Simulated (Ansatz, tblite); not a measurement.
**C₁₉H₁₄N₂S₄: removing and adding an electron**

What does removing or adding an electron cost or gain for C₁₉H₁₄N₂S₄? Each charged state is run at several levels.

Program: Ansatz 0.2.0, Gaussian basis. Level of theory: as each input shows. These are calculated values, not measurements.

Levels to be run: charge +1 doublet, at the geometry of the singlet (PBE0-D4/def2-TZVP, PBE-D4/def2-TZVP, r2SCANh-D4/def2-TZVP); charge -1 doublet, at the geometry of the singlet (PBE0-D4/def2-TZVP, PBE-D4/def2-TZVP, r2SCANh-D4/def2-TZVP); charge -1 doublet, relaxed (PBE0-D4/def2-TZVP, PBE-D4/def2-TZVP); the starting singlet's energies come from earlier runs.

## Step 1: The structure

The singlet was relaxed beforehand with PBE-D4/def2-SVP.

SMILES `CN(C)c1ccc(-c2ccc(-c3ccc(-c4ccc(C#N)s4)s3)s2)s1`, 39 atoms, charge 0, spin multiplicity 1.

Atoms are counted from 1 here; the program's logs count them from 0.

Bond lengths: C1–N2 1.449 Å, C1–H26 1.111 Å, C1–H27 1.106 Å, C1–H28 1.117 Å, N2–C3 1.450 Å, N2–C4 1.372 Å, C3–H29 1.106 Å, C3–H30 1.110 Å, C3–H31 1.116 Å, C4–C5 1.400 Å, C4–S25 1.759 Å, C5–C6 1.417 Å, C5–H32 1.096 Å, C6–C7 1.393 Å, C6–H33 1.100 Å, C7–C8 1.436 Å, C7–S25 1.766 Å, C8–C9 1.400 Å and more. Angles: N2–C1–H26 110.1°, N2–C1–H27 109.5°, N2–C1–H28 113.1°, H26–C1–H27 107.6°, H26–C1–H28 107.7°, H27–C1–H28 108.6°, C1–N2–C3 119.6°, C1–N2–C4 119.6°, C3–N2–C4 117.8°, N2–C3–H29 109.3°, N2–C3–H30 110.4°, N2–C3–H31 112.8°, H29–C3–H30 107.9°, H29–C3–H31 108.5°, H30–C3–H31 107.8°, N2–C4–C5 128.7°, N2–C4–S25 120.4°, C5–C4–S25 111.0° and more.

## Step 2: Charge +1 doublet at the fixed geometry, PBE0-D4/def2-TZVP

in.yaml

```yaml
crystal:
  periodic: [false, false, false]
  atoms:
    - {symbol: C, position_ang: [-7.204589, 1.204657, 0.429422]}
    - {symbol: N, position_ang: [-6.634346, 0.116292, -0.338648]}
    - {symbol: C, position_ang: [-7.464768, -1.014896, -0.702288]}
    - {symbol: C, position_ang: [-5.272887, -0.053009, -0.366460]}
    - {symbol: C, position_ang: [-4.536631, -1.144312, -0.843420]}
    - {symbol: C, position_ang: [-3.137715, -0.939537, -0.750282]}
    - {symbol: C, position_ang: [-2.768057, 0.281370, -0.190974]}
    - {symbol: C, position_ang: [-1.463164, 0.824430, 0.063798]}
    - {symbol: C, position_ang: [-1.103899, 2.102210, 0.509813]}
    - {symbol: C, position_ang: [0.289728, 2.283279, 0.649433]}
    - {symbol: C, position_ang: [1.038509, 1.152461, 0.311662]}
    - {symbol: C, position_ang: [2.467403, 0.988308, 0.327925]}
    - {symbol: C, position_ang: [3.452905, 1.957810, 0.554111]}
    - {symbol: C, position_ang: [4.766566, 1.445774, 0.502519]}
    - {symbol: C, position_ang: [4.826701, 0.075636, 0.232678]}
    - {symbol: C, position_ang: [5.976461, -0.780379, 0.100833]}
    - {symbol: C, position_ang: [6.023433, -2.153664, -0.172836]}
    - {symbol: C, position_ang: [7.334602, -2.673340, -0.230055]}
    - {symbol: C, position_ang: [8.315171, -1.705538, -0.001297]}
    - {symbol: C, position_ang: [9.718872, -1.863804, 0.015640]}
    - {symbol: N, position_ang: [10.889555, -1.990101, 0.030603]}
    - {symbol: S, position_ang: [7.591144, -0.134130, 0.288847]}
    - {symbol: S, position_ang: [3.207509, -0.575997, 0.054934]}
    - {symbol: S, position_ang: [-0.028101, -0.154451, -0.179014]}
    - {symbol: S, position_ang: [-4.207507, 1.208613, 0.239429]}
    - {symbol: H, position_ang: [-6.697896, 2.160221, 0.173384]}
    - {symbol: H, position_ang: [-8.275613, 1.315327, 0.175455]}
    - {symbol: H, position_ang: [-7.114161, 1.056685, 1.532765]}
    - {symbol: H, position_ang: [-8.521321, -0.691692, -0.750800]}
    - {symbol: H, position_ang: [-7.179008, -1.399274, -1.703871]}
    - {symbol: H, position_ang: [-7.385555, -1.859574, 0.023034]}
    - {symbol: H, position_ang: [-4.994074, -2.055030, -1.247078]}
    - {symbol: H, position_ang: [-2.394555, -1.676565, -1.087912]}
    - {symbol: H, position_ang: [-1.847834, 2.883412, 0.720453]}
    - {symbol: H, position_ang: [0.751765, 3.218105, 0.994512]}
    - {symbol: H, position_ang: [3.214430, 3.013141, 0.740187]}
    - {symbol: H, position_ang: [5.667380, 2.058335, 0.650533]}
    - {symbol: H, position_ang: [5.117744, -2.756857, -0.325621]}
    - {symbol: H, position_ang: [7.581803, -3.723904, -0.431406]}
basis:
  gaussian: {orbitals: def2-TZVP, fitting: {mean_field: def2-universal-jkfit}}
total_charge: 1
magnetization: {spin_polarized: true, initial_magnetization: 1}
hamiltonian: {xc: pbe0, dispersion: d4}
scf: {omitted_lower_state_checks: [starts]}
output: {orbitals: {seedname: orbitals}}
```

Started as:

```sh
> ansatz run in.yaml --threads 2 --pin off --events-out ev --progress --plain --max-ram 32768MiB --backend cuda --devices 0, --max-vram 18GiB
```

The log of the run, cut to the lines that bear on the results:

```text
Functional definition: PBE0
  name "PBE0"
  cite "Adamo & Barone, J. Chem. Phys. 110, 6158 (1999) doi:10.1063/1.478522"
  cite "Perdew, Burke & Ernzerhof, Phys. Rev. Lett. 77, 3865 (1996) doi:10.1103/PhysRevLett.77.3865"
  parent pbe
[...]
2343 factors; integrals over basis functions are off by at most 4.3e-1 eV
[...]
mean field -66212.36608824 eV, -2433.2595733893 hartree, gradient 3.6e-5 eV, S^2 0.782546; 0 other end points of the search recorded, 0 dependent functions left out
reference -66212.36615434 eV, -2433.2595758183 hartree; 103, 102 occupied and 780, 781 virtual orbitals, 2343 factors
Total energy: -66213.82019785 eV, -2433.3130109318 hartree
Checks for a lower state left out: starts
```

It took 26 s on 1 × H100 (card shared with other runs) with 2 threads of AMD EPYC 7R13, shared host; peak host memory 1.6 GiB.

Report: HOMO -8.60 eV, LUMO -7.19 eV (over both spins); ⟨S²⟩ 0.783 (pure: 0.75).

## Step 3: Charge +1 doublet at the fixed geometry, PBE-D4/def2-TZVP

start.molden holds the orbitals of an earlier run on this state, given as this run's starting guess.

in.yaml, as its differences from that of step 2:

```diff
@@ -43,6 +43,6 @@
 basis:
-  gaussian: {orbitals: def2-TZVP, fitting: {mean_field: def2-universal-jkfit}}
+  gaussian: {orbitals: def2-TZVP, fitting: {mean_field: def2-universal-jkfit}, initial_orbitals: start.molden}
 total_charge: 1
 magnetization: {spin_polarized: true, initial_magnetization: 1}
-hamiltonian: {xc: pbe0, dispersion: d4}
+hamiltonian: {xc: pbe, dispersion: d4}
 scf: {omitted_lower_state_checks: [starts]}
```

Same command.

The log of the run, cut to the lines that bear on the results:

```text
Functional definition: PBE
  name "PBE"
  cite "Perdew, Burke & Ernzerhof, Phys. Rev. Lett. 77, 3865 (1996) doi:10.1103/PhysRevLett.77.3865"
  parent pbe
[...]
2343 factors; integrals over basis functions are off by at most 4.3e-1 eV
[...]
mean field -66208.10330720 eV, -2433.1029190752 hartree, gradient 2.4e-5 eV, S^2 0.753065; 0 other end points of the search recorded, 0 dependent functions left out
reference -66208.10339550 eV, -2433.1029223202 hartree; 103, 102 occupied and 780, 781 virtual orbitals, 2343 factors
Total energy: -66209.79187397 eV, -2433.1649727594 hartree
Checks for a lower state left out: starts
```

Run time: 23 s. Hardware: 1 × H100 (card shared with other runs) with 2 threads of AMD EPYC 7R13, shared host.

HOMO -7.76 eV, LUMO -7.52 eV (over both spins); ⟨S²⟩ 0.753 (pure: 0.75).

## Step 4: Charge +1 doublet at the fixed geometry, r2SCANh-D4/def2-TZVP

in.yaml, as its differences from that of step 3:

```diff
@@ -46,3 +46,3 @@
 magnetization: {spin_polarized: true, initial_magnetization: 1}
-hamiltonian: {xc: pbe, dispersion: d4}
+hamiltonian: {xc: {name: r2SCANh}, dispersion: d4}
 scf: {omitted_lower_state_checks: [starts]}
```

The command is unchanged.

The log of the run, cut to the lines that bear on the results:

```text
Functional definition: r2SCANh
  name "r2SCANh"
  cite "Bursch, Neugebauer, Ehlert & Grimme, J. Chem. Phys. 156, 134105 (2022) doi:10.1063/5.0086040"
  cite "Furness, Kaplan, Ning, Perdew & Sun, J. Phys. Chem. Lett. 11, 8208 (2020) doi:10.1021/acs.jpclett.0c02405"
  cite "Furness, Kaplan, Ning, Perdew & Sun, J. Phys. Chem. Lett. 11, 9248 (2020) doi:10.1021/acs.jpclett.0c03077"
  parent r2scan
[...]
2343 factors; integrals over basis functions are off by at most 4.3e-1 eV
[...]
mean field -66237.53860393 eV, -2434.1846462784 hartree, gradient 1.8e-5 eV, S^2 0.780228; 0 other end points of the search recorded, 0 dependent functions left out
reference -66237.53863187 eV, -2434.1846473048 hartree; 103, 102 occupied and 780, 781 virtual orbitals, 2343 factors
Total energy: -66238.03700344 eV, -2434.2029621224 hartree
Checks for a lower state left out: starts
```

Wall time 24 s (1 × H100 (card shared with other runs) with 2 threads of AMD EPYC 7R13, shared host); peak host memory 1.5 GiB.

From the report: HOMO -8.26 eV, LUMO -7.39 eV (over both spins); ⟨S²⟩ 0.780 (pure: 0.75).

## Step 5: Vertical ionisation energy

Charged state less starting state, singlet to doublet; the starting state's energies are those of its earlier runs.

| level | vertical ionisation energy (eV) | time |
| --- | --- | --- |
| PBE-D4/def2-TZVP | +6.00 | 38 s |
| r2SCANh-D4/def2-TZVP | +6.09 | 43 s |
| PBE0-D4/def2-TZVP | +6.19 | 45 s |

Times add the two runs; a level without a time comes out of a correlated run.

Beside −ε(HOMO) of the starting state:

| level | −ε(HOMO) (eV) | by difference (eV) | mismatch (eV) |
| --- | --- | --- | --- |
| PBE-D4/def2-TZVP | 4.39 | 6.00 | -1.62 |
| r2SCANh-D4/def2-TZVP | 4.76 | 6.09 | -1.33 |
| PBE0-D4/def2-TZVP | 5.10 | 6.19 | -1.09 |

## Step 6: Charge -1 doublet at the fixed geometry, PBE0-D4/def2-TZVP

in.yaml, as its differences from that of step 4:

```diff
@@ -43,6 +43,6 @@
 basis:
-  gaussian: {orbitals: def2-TZVP, fitting: {mean_field: def2-universal-jkfit}, initial_orbitals: start.molden}
-total_charge: 1
+  gaussian: {orbitals: def2-TZVP, fitting: {mean_field: def2-universal-jkfit}}
+total_charge: -1
 magnetization: {spin_polarized: true, initial_magnetization: 1}
-hamiltonian: {xc: {name: r2SCANh}, dispersion: d4}
+hamiltonian: {xc: pbe0, dispersion: d4}
 scf: {omitted_lower_state_checks: [starts]}
```

Same command.

The log of the run, cut to the lines that bear on the results:

```text
Functional definition: PBE0
  name "PBE0"
  cite "Adamo & Barone, J. Chem. Phys. 110, 6158 (1999) doi:10.1063/1.478522"
  cite "Perdew, Burke & Ernzerhof, Phys. Rev. Lett. 77, 3865 (1996) doi:10.1103/PhysRevLett.77.3865"
  parent pbe
[...]
2343 factors; integrals over basis functions are off by at most 4.3e-1 eV
[...]
mean field -66219.90893310 eV, -2433.5367678250 hartree, gradient 6.6e-5 eV, S^2 0.781479; 0 other end points of the search recorded, 0 dependent functions left out
reference -66219.90900154 eV, -2433.5367703402 hartree; 104, 103 occupied and 779, 780 virtual orbitals, 2343 factors
Total energy: -66221.44091067 eV, -2433.5930669624 hartree
Checks for a lower state left out: starts
```

Wall time 29 s (1 × H100 (card shared with other runs) with 2 threads of AMD EPYC 7R13, shared host); peak host memory 1.5 GiB.

HOMO -0.34 eV, LUMO 0.98 eV (over both spins); ⟨S²⟩ 0.781 (pure: 0.75).

## Step 7: Charge -1 doublet at the fixed geometry, PBE-D4/def2-TZVP

in.yaml, as its differences from that of step 6:

```diff
@@ -43,6 +43,6 @@
 basis:
-  gaussian: {orbitals: def2-TZVP, fitting: {mean_field: def2-universal-jkfit}}
+  gaussian: {orbitals: def2-TZVP, fitting: {mean_field: def2-universal-jkfit}, initial_orbitals: start.molden}
 total_charge: -1
 magnetization: {spin_polarized: true, initial_magnetization: 1}
-hamiltonian: {xc: pbe0, dispersion: d4}
+hamiltonian: {xc: pbe, dispersion: d4}
 scf: {omitted_lower_state_checks: [starts]}
```

Launched as before.

The log of the run, cut to the lines that bear on the results:

```text
Functional definition: PBE
  name "PBE"
  cite "Perdew, Burke & Ernzerhof, Phys. Rev. Lett. 77, 3865 (1996) doi:10.1103/PhysRevLett.77.3865"
  parent pbe
[...]
2343 factors; integrals over basis functions are off by at most 4.3e-1 eV
[...]
mean field -66215.47378907 eV, -2433.3737792883 hartree, gradient 2.0e-5 eV, S^2 0.752628; 0 other end points of the search recorded, 0 dependent functions left out
reference -66215.47388220 eV, -2433.3737827108 hartree; 104, 103 occupied and 779, 780 virtual orbitals, 2343 factors
Total energy: -66217.25255688 eV, -2433.4391477995 hartree
Checks for a lower state left out: starts
```

Wall time 14 s (1 × H100 (card shared with other runs) with 2 threads of AMD EPYC 7R13, shared host).

HOMO 0.13 eV, LUMO 0.34 eV (over both spins); ⟨S²⟩ 0.753 (pure: 0.75). Doubts: highest occupied level lies above zero.

## Step 8: Charge -1 doublet at the fixed geometry, r2SCANh-D4/def2-TZVP

in.yaml, as its differences from that of step 7:

```diff
@@ -46,3 +46,3 @@
 magnetization: {spin_polarized: true, initial_magnetization: 1}
-hamiltonian: {xc: pbe, dispersion: d4}
+hamiltonian: {xc: {name: r2SCANh}, dispersion: d4}
 scf: {omitted_lower_state_checks: [starts]}
```

The command is unchanged.

The log of the run, cut to the lines that bear on the results:

```text
Functional definition: r2SCANh
  name "r2SCANh"
  cite "Bursch, Neugebauer, Ehlert & Grimme, J. Chem. Phys. 156, 134105 (2022) doi:10.1063/5.0086040"
  cite "Furness, Kaplan, Ning, Perdew & Sun, J. Phys. Chem. Lett. 11, 8208 (2020) doi:10.1021/acs.jpclett.0c02405"
  cite "Furness, Kaplan, Ning, Perdew & Sun, J. Phys. Chem. Lett. 11, 9248 (2020) doi:10.1021/acs.jpclett.0c03077"
  parent r2scan
[...]
2343 factors; integrals over basis functions are off by at most 4.3e-1 eV
[...]
mean field -66245.05958363 eV, -2434.4610371844 hartree, gradient 4.2e-5 eV, S^2 0.777099; 0 other end points of the search recorded, 0 dependent functions left out
reference -66245.05961136 eV, -2434.4610382033 hartree; 104, 103 occupied and 779, 780 virtual orbitals, 2343 factors
Total energy: -66245.58601965 eV, -2434.4803833512 hartree
Checks for a lower state left out: starts
```

Run time: 25 s. Hardware: 1 × H100 (card shared with other runs) with 2 threads of AMD EPYC 7R13, shared host; peak host memory 1.7 GiB.

From the report: HOMO -0.12 eV, LUMO 0.68 eV (over both spins); ⟨S²⟩ 0.777 (pure: 0.75).

## Step 9: Vertical electron affinity

Starting state less charged state (positive: the electron is bound), singlet to doublet; the starting state's energies are those of its earlier runs.

| level | vertical electron affinity (eV) | time |
| --- | --- | --- |
| PBE-D4/def2-TZVP | +1.46 | 29 s |
| r2SCANh-D4/def2-TZVP | +1.46 | 45 s |
| PBE0-D4/def2-TZVP | +1.43 | 48 s |

Times add the two runs; a level without a time comes out of a correlated run.

Beside −ε(LUMO) of the starting state:

| level | −ε(LUMO) (eV) | by difference (eV) | mismatch (eV) |
| --- | --- | --- | --- |
| PBE-D4/def2-TZVP | 2.97 | 1.46 | +1.51 |
| r2SCANh-D4/def2-TZVP | 2.76 | 1.46 | +1.30 |
| PBE0-D4/def2-TZVP | 2.45 | 1.43 | +1.02 |

[end of part 1 of 3]
